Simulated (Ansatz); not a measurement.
**Al7P8 wurtzite off disc (Al₇P₈H₂₂+): structure and electronic state**

What does Al7P8 wurtzite off disc (Al₇P₈H₂₂+) look like as a singlet, and where do its frontier electrons sit?

Method: RKS PBE0-D4/def2-TZVP; program: Ansatz 0.2.0, Gaussian basis.

Levels to be run: relaxation at PBE-D4/def2-SVP; a single point at PBE0-D4/def2-TZVP.

## 1. Starting geometry

37 atoms, charge 1, spin multiplicity 1.

Atoms are counted from 1 here; the program's logs count them from 0.

Bond lengths: Al1–P2 2.451 Å, Al1–P3 2.373 Å, Al1–H16 1.532 Å, Al1–H17 1.639 Å, P2–Al5 2.405 Å, P2–H18 1.384 Å, P2–H19 1.389 Å, P3–Al4 2.380 Å, P3–Al11 2.427 Å, P3–H20 1.393 Å, Al4–P6 2.494 Å, Al4–P7 2.378 Å, Al4–H21 1.537 Å, Al5–P6 2.382 Å, Al5–P12 2.438 Å, Al5–H22 1.527 Å, P6–Al9 2.384 Å, P6–H23 1.403 Å and more. Angles: P2–Al1–P3 95.7°, P2–Al1–H16 110.6°, P2–Al1–H17 96.9°, P3–Al1–H16 123.9°, P3–Al1–H17 100.6°, H16–Al1–H17 122.9°, Al1–P2–Al5 118.3°, Al1–P2–H18 115.7°, Al1–P2–H19 106.2°, Al5–P2–H18 115.3°, Al5–P2–H19 101.6°, H18–P2–H19 95.0°, Al1–P3–Al4 134.3°, Al1–P3–Al11 79.0°, Al1–P3–H20 110.2°, Al4–P3–Al11 118.8°, Al4–P3–H20 107.1°, Al11–P3–H20 100.6° and more.

The ion is computed in the gas phase, without counter-ions or solvent.

The start is a GFN2-xTB geometry.

## 2. Optimising with PBE-D4/def2-SVP

File in.yaml:

```yaml
crystal:
  periodic: [false, false, false]
  atoms:
    - {symbol: Al, position_ang: [1.429660, -4.081920, -1.184800]}
    - {symbol: P, position_ang: [0.586520, -4.098950, 1.116100]}
    - {symbol: P, position_ang: [0.298730, -2.099890, -1.834840]}
    - {symbol: Al, position_ang: [-1.607040, -0.929490, -1.021870]}
    - {symbol: Al, position_ang: [0.591790, -2.033980, 2.348830]}
    - {symbol: P, position_ang: [-1.024850, -0.578510, 1.378140]}
    - {symbol: P, position_ang: [-1.687980, 1.304430, -1.832080]}
    - {symbol: Al, position_ang: [-2.828830, 3.279960, -1.172600]}
    - {symbol: Al, position_ang: [-1.506460, 1.543930, 2.351100]}
    - {symbol: P, position_ang: [-3.300960, 2.574690, 1.123990]}
    - {symbol: Al, position_ang: [2.508110, -1.227630, -1.334690]}
    - {symbol: P, position_ang: [2.565570, -1.298400, 1.122230]}
    - {symbol: P, position_ang: [2.015810, 1.154300, -1.425460]}
    - {symbol: Al, position_ang: [0.189920, 2.760760, -1.350780]}
    - {symbol: P, position_ang: [0.135780, 2.850700, 1.107000]}
    - {symbol: H, position_ang: [1.213840, -5.445170, -1.848860]}
    - {symbol: H, position_ang: [2.917210, -3.483760, -0.844550]}
    - {symbol: H, position_ang: [-0.498370, -4.926310, 1.351030]}
    - {symbol: H, position_ang: [1.483100, -4.863990, 1.851150]}
    - {symbol: H, position_ang: [0.287190, -1.986540, -3.223360]}
    - {symbol: H, position_ang: [-2.930740, -1.709040, -0.975330]}
    - {symbol: H, position_ang: [0.735820, -2.140150, 3.865710]}
    - {symbol: H, position_ang: [-2.160520, -1.262370, 1.836690]}
    - {symbol: H, position_ang: [-1.643690, 1.240680, -3.223290]}
    - {symbol: H, position_ang: [-4.111300, 3.771050, -1.851170]}
    - {symbol: H, position_ang: [-1.561000, 4.261670, -0.843600]}
    - {symbol: H, position_ang: [-1.510120, 1.722600, 3.868030]}
    - {symbol: H, position_ang: [-4.559680, 2.035980, 1.328090]}
    - {symbol: H, position_ang: [-3.545170, 3.730720, 1.853820]}
    - {symbol: H, position_ang: [3.605340, -1.474460, -2.371290]}
    - {symbol: H, position_ang: [3.590600, -2.113530, 1.576850]}
    - {symbol: H, position_ang: [3.114790, -0.127210, 1.634020]}
    - {symbol: H, position_ang: [2.005480, 1.136320, -2.823930]}
    - {symbol: H, position_ang: [3.206830, 1.867540, -1.351680]}
    - {symbol: H, position_ang: [0.538820, 3.843140, -2.373770]}
    - {symbol: H, position_ang: [1.416280, 2.646870, 1.614500]}
    - {symbol: H, position_ang: [0.039550, 4.155980, 1.560680]}
basis:
  gaussian: {orbitals: def2-SVP}
total_charge: 1
hamiltonian: {xc: pbe, dispersion: d4}
scf: {lower_state_search: "off"}
output: {orbitals: {seedname: orbitals}}
relax: {f_tol: 0.03, max_steps: 70}
```

Run with:

```bash
> ansatz run in.yaml --threads 2 --pin off --events-out ev --progress --plain --max-ram 22528MiB --backend cuda --devices 0, --max-vram 18GiB
```

Further steps of the session: Single point, PBE0-D4/def2-TZVP.

Q: Predict the results of all the runs planned. Wanted: point group; commonest bond, hydrogen aside; HOMO, LUMO at PBE0-D4/def2-TZVP.

**Answer**, as computed:

| quantity | value |
| --- | --- |
| point group | Cs |
| commonest bond, hydrogen aside | Al–P, 19 of mean length 2.419 Å |
| HOMO, LUMO at PBE0-D4/def2-TZVP | -10.31, -4.66 eV |

The molecule keeps its bonding pattern by the stored test; the atoms moved 0.41 Å (rms), and the angle P12–Al11–H30 went from 131° to 115°. No usable vibrations, so a minimum isn't proven. The HOMO lies nearest to P3, P7 about 20 % each; H16, H25 about 8 % each and the LUMO to P6 13 %; P12, P15 about 10 % each. Whether this spin is the lowest isn't tested here. The point group is read from a loosely relaxed geometry; soft torsions can leave it below the true symmetry.
